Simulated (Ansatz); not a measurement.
# ClH3O3Zr: one species, many methods

One table from this session's results is given with a row withheld; the runs are named, their logs left out.

The runs use Ansatz 0.2.0, Gaussian basis; functionals in def2-TZVPP, the program's frozen cores in correlated methods.

Plan: LDA (SPW92), PBE-D4, revPBE-D4, BLYP-D4, r2SCAN-D4, B97M-V, PBE0-D4, B3LYP-D4, r2SCANh-D4, r2SCAN0-D4, HSE06-D4, BHLYP-D4, CAM-B3LYP-D4, LC-ωPBE, ωB97X-V, ωB97M-V, B2PLYP, PBE-QIDH; CCSD(T)/def2-SVP; CCSD(T)/def2-TZVPP; MP2/def2-QZVPP; extrapolation to the limit; RPA on PBE.

1 further run of the same task is left out (for a known fault of the program).

## Structure used throughout

All runs share one geometry, relaxed beforehand with PBE0-D4 in a triple-zeta def2 set. Zr takes the def2 core potential; no spin-orbit term is included.

SMILES `[OH][Zr]([OH])([OH])[Cl]`, 8 atoms, charge 0, spin multiplicity 1.

Atoms are counted from 1 here; the program's logs count them from 0.

Bond lengths: O1–Zr2 1.912 Å, O1–H6 0.952 Å, Zr2–O3 1.912 Å, Zr2–O4 1.912 Å, Zr2–Cl5 2.381 Å, O3–H7 0.952 Å, O4–H8 0.952 Å. Angles: Zr2–O1–H6 165.4°, O1–Zr2–O3 110.0°, O1–Zr2–O4 110.0°, O1–Zr2–Cl5 109.0°, O3–Zr2–O4 110.0°, O3–Zr2–Cl5 109.0°, O4–Zr2–Cl5 108.9°, Zr2–O3–H7 165.3°, Zr2–O4–H8 165.4°.

The first run:

Contents of in.yaml:

```yaml
crystal:
  periodic: [false, false, false]
  atoms:
    - {symbol: O, position_ang: [-1.076680, 1.423443, 0.418816]}
    - {symbol: Zr, position_ang: [0.060001, 0.067949, -0.306852]}
    - {symbol: O, position_ang: [1.713621, 0.019477, 0.651924]}
    - {symbol: O, position_ang: [-0.805069, -1.634120, -0.204553]}
    - {symbol: Cl, position_ang: [0.504834, 0.572772, -2.590487]}
    - {symbol: H, position_ang: [-1.795139, 1.911719, 0.808957]}
    - {symbol: H, position_ang: [2.436017, 0.179515, 1.251375]}
    - {symbol: H, position_ang: [-1.037575, -2.540756, -0.029201]}
basis:
  gaussian: {orbitals: def2-TZVPP}
hamiltonian: {xc: lda}
output: {orbitals: {seedname: orbitals}}
```

On the command line:

```
> ansatz run in.yaml --threads 4 --pin off --events-out ev --progress --plain --max-ram 10444MiB
```

Steps of the session up to this table: LDA; PBE-D4 (GGA); revPBE-D4 (GGA); BLYP-D4 (GGA); r2SCAN-D4 (meta-GGA); B97M-V (meta-GGA); PBE0-D4 (hybrid); B3LYP-D4 (hybrid); r2SCANh-D4 (hybrid); r2SCAN0-D4 (hybrid); HSE06-D4 (hybrid); BHLYP-D4 (hybrid); CAM-B3LYP-D4 (range-separated); LC-ωPBE (range-separated); ωB97X-V (range-separated); ωB97M-V (range-separated); B2PLYP (double hybrid); PBE-QIDH (double hybrid).

One of the session's tables, all rows but one given; the rest of the session is left out.

It belongs to the step «Orbital energies across the functionals». 

| functional | HOMO (eV) | gap (eV) |
| --- | --- | --- |
| LDA (SPW92) | -7.30 | 6.04 |
| PBE-D4 | -7.13 | 6.09 |
| revPBE-D4 | -7.06 | 6.11 |
| BLYP-D4 | -6.98 | 6.03 |
| r2SCAN-D4 | -7.51 | 6.67 |
| B97M-V | -7.57 | 6.75 |
| PBE0-D4 | -8.58 | 8.32 |
| B3LYP-D4 | -8.30 | 7.73 |
| r2SCANh-D4 | -8.04 | 7.53 |
| r2SCAN0-D4 | -8.84 | 8.83 |
| HSE06-D4 | -8.18 | 7.59 |
| BHLYP-D4 | -9.88 | 10.03 |
| CAM-B3LYP-D4 | -9.95 | 10.23 |
| LC-ωPBE | -11.38 | 12.64 |
| ωB97X-V | ? | ? |
| ωB97M-V | -10.86 | 11.45 |

Q: Estimate the row for ωB97X-V from the others.

The run gave: HOMO (eV): -11.00; gap (eV): 12.16. In the column «HOMO (eV)» it lies between LC-ωPBE (-11.38) and ωB97M-V (-10.86).
